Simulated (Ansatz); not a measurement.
# AlClFH3Si: ionisation energy by level of theory

One table from this session's results is given with a row withheld; the runs are named, their logs left out.

The runs use Ansatz 0.2.0, Gaussian basis; unrestricted cation, the program's frozen cores in correlated methods.

Levels to be run: UKS PBE-D4/def2-TZVPP; UKS r2SCAN-D4/def2-TZVPP; UKS PBE0-D4/def2-TZVPP; UKS B3LYP-D4/def2-TZVPP; UKS wB97X-V/def2-TZVPP; UKS wB97M-V/def2-TZVPP; UKS B2PLYP/def2-TZVPP; UHF-CCSD(T)/def2-TZVPP; UHF-CCSD(T)/def2-QZVPP; extrapolation to the limit; then −ε(HOMO) from the neutral's earlier runs with LDA (SPW92), PBE-D4, revPBE-D4, BLYP-D4, r2SCAN-D4, B97M-V, PBE0-D4, B3LYP-D4, r2SCANh-D4, r2SCAN0-D4, HSE06-D4, BHLYP-D4, CAM-B3LYP-D4, LC-ωPBE, ωB97X-V, ωB97M-V.

### The geometry

All runs share one geometry, relaxed beforehand with PBE0-D4 in a triple-zeta def2 set.

SMILES `[F][Al]([SiH3])[Cl]`, 7 atoms, charge 0, spin multiplicity 1.

Atoms are counted from 1 here; the program's logs count them from 0.

Bond lengths: F1–Al2 1.645 Å, Al2–Si3 2.432 Å, Al2–Cl4 2.088 Å, Si3–H5 1.488 Å, Si3–H6 1.488 Å, Si3–H7 1.486 Å. Angles: F1–Al2–Si3 119.9°, F1–Al2–Cl4 116.6°, Si3–Al2–Cl4 123.5°, Al2–Si3–H5 109.7°, Al2–Si3–H6 109.8°, Al2–Si3–H7 110.9°, H5–Si3–H6 108.4°, H5–Si3–H7 109.0°, H6–Si3–H7 109.0°.

Set-up of the first run:

Contents of in.yaml:

```yaml
crystal:
  periodic: [false, false, false]
  atoms:
    - {symbol: F, position_ang: [-0.456842, -2.434109, 0.809218]}
    - {symbol: Al, position_ang: [-0.779617, -1.076985, -0.062551]}
    - {symbol: Si, position_ang: [0.707232, 0.841758, 0.088398]}
    - {symbol: Cl, position_ang: [-2.489154, -1.118314, -1.261425]}
    - {symbol: H, position_ang: [2.075173, 0.453210, -0.349736]}
    - {symbol: H, position_ang: [0.781923, 1.311338, 1.498361]}
    - {symbol: H, position_ang: [0.222583, 1.955203, -0.768065]}
basis:
  gaussian: {orbitals: def2-TZVPP}
total_charge: 1
magnetization: {spin_polarized: true, initial_magnetization: 1}
hamiltonian: {xc: pbe, dispersion: d4}
```

The run is started by

```
ansatz run in.yaml --threads 2 --pin off --events-out ev --progress --plain --max-ram 32768MiB --backend cpu
```

Among the steps run: Cation, UKS PBE-D4/def2-TZVPP; Cation, UKS r2SCAN-D4/def2-TZVPP; Cation, UKS PBE0-D4/def2-TZVPP; Cation, UKS B3LYP-D4/def2-TZVPP; Cation, UKS wB97X-V/def2-TZVPP; Cation, UKS wB97M-V/def2-TZVPP; Cation, UKS B2PLYP (frozen core)/def2-TZVPP; Cation, UHF-CCSD(T)/def2-TZVPP; Cation, UHF-CCSD(T)/def2-QZVPP.

One table of the session follows, with a row left open; its other results are not shown here.

It belongs to the step «Ionisation energies side by side». Orbital estimates, from the neutral's runs:

| functional | −ε(HOMO) (eV) |
| --- | --- |
| LDA (SPW92) | 7.45 |
| PBE-D4 | 7.33 |
| revPBE-D4 | 7.28 |
| BLYP-D4 | 7.19 |
| r2SCAN-D4 | ? |
| B97M-V | 7.65 |
| PBE0-D4 | 8.48 |
| B3LYP-D4 | 8.27 |
| r2SCANh-D4 | 8.01 |
| r2SCAN0-D4 | 8.64 |
| HSE06-D4 | 8.08 |
| BHLYP-D4 | 9.51 |
| CAM-B3LYP-D4 | 9.76 |
| LC-ωPBE | 11.06 |
| ωB97X-V | 10.73 |
| ωB97M-V | 10.48 |

Estimate the missing values for r2SCAN-D4.

Worked estimate for «−ε(HOMO) (eV)». Against the share of exact exchange, r2SCANh-D4 (0.1, 8.01), r2SCAN0-D4 (0.25, 8.64) give a slope of 4.20 per unit share; at 0 the line stands at 7.59.

As computed: −ε(HOMO) (eV): 7.59. In «−ε(HOMO) (eV)» the line misses by 0.00.
